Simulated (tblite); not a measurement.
# C6H11FO: the cost of one run

Computed with tblite 0.8.0 and PySCF 2.14.0, with density-fitted response routines of our own, on a single molecule in the gas phase. Atoms count from 0, in the outputs and in this text.

## (1) The starting structure

19 atoms, charge 1, multiplicity 2; geometry from: force field or distance geometry start.

Bonds of the start (Å): C0–O1 1.39, O1–C2 1.39, C2–C3 1.50, C2–C4 1.49, C4–C5 1.52, C5–C6 1.52, C6–F7 1.41, C0–H8 1.13, C0–H9 1.12, C0–H10 1.10, C3–H11 1.11, C3–H12 1.10, C3–H13 1.11, C4–H14 1.10, C5–H15 1.11, C5–H16 1.12, C6–H17 1.10, C6–H18 1.11.

## (2) Optimising the geometry with GFN2-xTB

The job: settings as JSON, then the geometry in Å.

```
{"job": {"kind": "relax", "xc": "GFN2-xTB", "basis": "xTB"}, "charge": 1, "multiplicity": 2}
C     -2.419800     0.965300     0.390900
O     -1.227700     0.974500    -0.321800
C     -0.668600    -0.295500    -0.233500
C     -1.394000    -1.491400    -0.768300
C      0.665200    -0.516100     0.384100
C      1.644600     0.579600     0.000500
C      2.945700     0.213700     0.692000
F      2.755500     0.160500     2.085600
H     -2.560600    -0.000200     0.963400
H     -2.344000     1.792000     1.140200
H     -3.314100     1.087200    -0.238000
H     -1.289300    -2.373800    -0.098100
H     -0.993900    -1.763000    -1.752200
H     -2.471700    -1.237500    -0.867000
H      0.612700    -0.487100     1.485800
H      1.301600     1.552700     0.407700
H      1.813600     0.620400    -1.108300
H      3.251400    -0.791000     0.370800
H      3.683700     1.018900     0.488900
```

Run with:

```sh
> OMP_NUM_THREADS=1 python probes_run.py task.json out
```

The driver reads the jobs from task.json and runs them one after another.

**Question.** How long does this first job take on 1 thread of Arm Neoverse N1, shared host?

About 1.9 s.
